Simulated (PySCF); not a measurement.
# C2H9PSi2: the cost of one run

Computed with PySCF 2.14.0 and routines of our own; the level stands in each step. Atoms count from 0.

## 1. The system as given

14 atoms, charge 0, multiplicity 1; geometry from: PBE0-D3(BJ)/def2-SVP.

## 2. Magnetic properties: GIAO KT1/pcSseg-1

Job settings and geometry (Å):

```
{"job": {"kind": "mag", "xc": "KT1", "basis": "pcSseg-1"}, "charge": 0, "multiplicity": 1}
Si    -2.644747     0.499503    -0.048739
C     -0.778514     0.340112     0.010837
C     -0.127060    -0.830883     0.124818
Si     1.740069    -1.002484     0.189656
P      2.665543     1.028323    -0.214743
H     -3.252136    -0.861157     0.062942
H     -3.136490     1.359632     1.071787
H     -3.079434     1.133281    -1.332290
H     -0.184455     1.265832    -0.045025
H     -0.719676    -1.756340     0.185161
H      2.178480    -1.441344     1.552072
H      2.184112    -2.050005    -0.782961
H      2.557575     0.897360    -1.633706
H      3.996865     0.511071    -0.174258
```

Method: GIAO KT1/pcSseg-1 magnetisability, rotational g tensor and spin-rotation constants, non-relativistic, gas phase.

Launch:

```console
> OMP_NUM_THREADS=1 python excited_run.py task.json out
```

This one command runs all jobs of the session in turn.

**Question.** How long does this first job take on 1 thread of Arm Neoverse V2, shared host, and how much memory does it need?

About 21 s, with a peak of 0.53 GiB.
